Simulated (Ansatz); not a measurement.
# ScGa3Te: the cost of one run

Program: Ansatz 0.2.0. Level of theory: DFT PBE, scalar-relativistic, plane waves, PAW. These are calculated values, not measurements.

### 1 The system as given

Symmetry: P6/mmm, No. 191, hexagonal system. Conventional cell: a = 4.627 Å, b = 4.627 Å, c = 5.751 Å, α = 90.00°, β = 90.00°, γ = 120.00°. Sc (site symmetry 6/mmm) is surrounded by 6 Ga at 2.31 Å and 2 Te at 2.88 Å. Ga (site symmetry mmm) has 4 Ga at 2.31 Å and 2 Sc at 2.31 Å as nearest neighbours. Around Te (site symmetry 6/mmm) lie 2 Sc at 2.88 Å.

Structure file:

```xyz
5
Lattice="4.6267 0.0000 0.0000 -2.3134 4.0069 0.0000 0.0000 0.0000 5.7511" Properties=species:S:1:pos:R:3 pbc="T T T"
Sc    0.0000    0.0000    2.8755
Ga    2.3134    0.0000    2.8755
Ga   -1.1567    2.0034    2.8755
Ga    1.1567    2.0034    2.8755
Te    0.0000    0.0000    0.0000
```

A structure generator made this guess: random cell by space group and Wyckoff sites (P6/mmm, No. 191). Its size is a rough estimate.

### 2 The guess as it stands, on a coarse mesh

Input file input.yaml:

```yaml
crystal:
  lattice:
    - [4.62672608, 0.0, 0.0]
    - [-2.31336304, 4.00686232, 0.0]
    - [0.0, 0.0, 5.75105147]
  atoms:
    - { symbol: Sc, position: [0.0, 0.0, 0.5] }
    - { symbol: Ga, position: [0.5, 0.0, 0.5] }
    - { symbol: Ga, position: [0.0, 0.5, 0.5] }
    - { symbol: Ga, position: [0.5, 0.5, 0.5] }
    - { symbol: Te, position: [0.0, 0.0, 0.0] }
basis:
  ecutwfc: 420
kpoints:
  mp_grid: { grid: [6, 6, 4] }
hamiltonian:
  xc: pbe
scf:
  occupations: { method: gaussian, width: 0.1 }
  lower_state_search: "off"
output:
  forces: true
  stress: true
  eigenvalues: true
```

Command:

```bash
ansatz run input.yaml --threads 1 --pin off --max-ram 2560MiB --backend cpu --events-out ev --progress --plain --runs-dir out
```

Q: Estimate wall time and peak memory on 1 thread of Arm Neoverse V1, shared host.

About 6.1 s, with a peak of 0.41 GiB.
